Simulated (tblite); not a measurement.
# F10Si2Sr: the cost of one run

Programs: tblite 0.8.0 and PySCF 2.14.0. All values are calculated, for the isolated system unless a continuum is named. Atoms count from 0, parts from 1.

1 further run of the same task is left out (for a known fault of the program).

## (1) The system as given

13 atoms, charge 0, multiplicity 1; geometry: rigid parts in contact. Parts: 1 = atom 0, `[Sr+2]`, charge 2; 2 = atoms 1–6, `F[Si-](F)(F)(F)F`, charge -1; 3 = atoms 7–12, `F[Si-](F)(F)(F)F`, charge -1.

## (2) Bringing the parts together with GFN2-xTB

What the job is given:

```
{"job": {"kind": "dock", "xc": "GFN2-xTB", "basis": "xTB"}, "charge": 0, "multiplicity": 1, "parts": [{"atoms": "0-0", "charge": 2, "multiplicity": 1}, {"atoms": "1-6", "charge": -1, "multiplicity": 1}, {"atoms": "7-12", "charge": -1, "multiplicity": 1}]}
Sr     0.934600     0.171341    -0.047918
F      0.634622    -4.516785    -1.765135
Si     0.350749    -3.240871    -2.621089
F     -1.110639    -2.722007    -2.378483
F      1.326075    -2.021901    -2.354580
F      0.313481    -1.676215     0.340208
F      0.513164    -3.642040    -4.130444
F      2.876811     1.972288     0.465412
Si     3.032076     2.030959    -1.138882
F      4.152748     1.569845    -2.144192
F      1.494718     1.912816    -1.629859
F      2.802227     0.018875    -0.871168
F      3.245182     3.606421    -1.244677
```

With the program's defaults for keys left out, this is: GFN2-xTB search for minima from random contacts, gas phase.

The run is started by

```console
$ OMP_NUM_THREADS=1 python cluster_run.py task.json out
```

The driver reads the jobs from task.json and runs them one after another.

Q: Estimate the wall time of this first job on 1 thread of Arm Neoverse N1, shared host.

About 2.8 min.
